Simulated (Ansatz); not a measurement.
Al, space group Im-3m: cell relaxations under several functionals, run with Ansatz 0.2.0, Python API.

Script `lattice.py`:
```python
'''Relaxed cell of Al under several functionals.'''

import ansatz as az
import numpy as np

def edges_and_angles(cell):
    cell = np.asarray(cell)
    a, b, c = np.linalg.norm(cell, axis=1)
    cosines = cell[1] @ cell[2] / (b * c), cell[0] @ cell[2] / (a * c), cell[0] @ cell[1] / (a * b)
    return (a, b, c, *np.degrees(np.arccos(cosines)))

al = (
    az.Lattice.of((-1.59121869, 1.59121869, 1.59121869), (1.59121869, -1.59121869, 1.59121869), (1.59121869, 1.59121869, -1.59121869))
    .atom('Al', (0.0, 0.0, 0.0))
)

model = (
    al.calculation()
    .occupations('gaussian')  # smearing steadies the SCF of a metal
    .kpoints(mesh=(15, 15, 15))
    .scf(tolerance=1e-10)
    .relax(cell=True, force_tolerance=0.02)
)

levels = [('blyp', 'd3bj'), ('pbesol', 'd3bj'), ('pbesol', 'none')]
print('level            a       b       c    alpha   beta  gamma  V/atom  steps')
for name, dispersion in levels:
    seen = []
    run = model.functional(name, dispersion=dispersion).session().plan()
    outcome = run.execute(on_event=lambda e: seen.append(e) if e['event'] == 'relax_step' else None)
    cell = outcome.lattice.cell_ang
    label = name if dispersion == 'none' else f'{name}+{dispersion}'
    print('{:13s} {:7.4f} {:7.4f} {:7.4f} {:6.2f} {:6.2f} {:6.2f}'.format(label, *edges_and_angles(cell)), f'{abs(np.linalg.det(cell)) / len(outcome.lattice.sites):7.3f} {len(seen):5d}')
```

Rank the levels of theory by the volume of the relaxed cell.

From smallest to largest: PBEsol+D3BJ (15.88 Å³ an atom, -1.5 % against the start), BLYP+D3BJ (15.95 Å³ an atom, -1.0 % against the start) and PBEsol (16.56 Å³ an atom, +2.8 % against the start). The spread is 4.3 % in volume.

The run itself:

`python lattice.py` gives:
```text
level            a       b       c    alpha   beta  gamma  V/atom  steps
DeckWarning: basis.ecutwfc = 420 eV, auto-derived from the records' recommended cutoffs: set by Al (normal level)
blyp+d3bj      2.7465  2.7465  2.7465 109.47 109.47 109.47  15.949     4
pbesol+d3bj    2.7423  2.7423  2.7423 109.47 109.47 109.47  15.876     3
pbesol         2.7814  2.7814  2.7814 109.47 109.47 109.47  16.565     5
```
(Warnings from the package without file and line.)

Notes:
- BLYP and dispersion corrections can be off by several per cent in the lattices of metals, and by several GPa in the pressure at a fixed cell.
- Edges and angles are those of the cell as typed, here a primitive one, not of the conventional cell.
- This isn't the structure that Al takes at ambient conditions.
- Timing: 9.6 s on 1 thread of Intel(R) Xeon(R) Processor @ 2.30GHz (shared host), peak memory 0.48 GiB.
